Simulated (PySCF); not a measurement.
# COs: the cost of one run

Program: PySCF 2.14.0. Level of theory: each script names its method and basis. These are calculated values, not measurements.

2 further runs of the same task are left out: 2 that didn't finish.

## 1. Starting geometry

OsC (triplet): 2 atoms, charge 0, spin multiplicity 3.

Bond lengths: Os1–C2 2.032 Å.

## 2. Base script

File input.py:

```python
from pyscf import gto, dft

mol = gto.M(
    atom='Os 0 0 0; C 0 0 2.032',
    basis='def2-svpd',
    ecp={'Os': 'def2-svpd'},
    charge=0,
    spin=2,
    verbose=4,
)
mf = dft.UKS(mol, xc='m06')
mf.level_shift = 0.3
mf = mf.newton()
mf.kernel()
mf.dip_moment()
print('orbital energies (hartree):', [e[max(0, n-3):n+3].round(4) for e, n in zip(mf.mo_energy, mol.nelec)])
```

Command:

```console
> OMP_NUM_THREADS=1 python input.py
```

Q: Estimate wall time and peak memory on 1 thread of Arm Neoverse N1, shared host.

About 59 s, with a peak of 0.3 GiB.
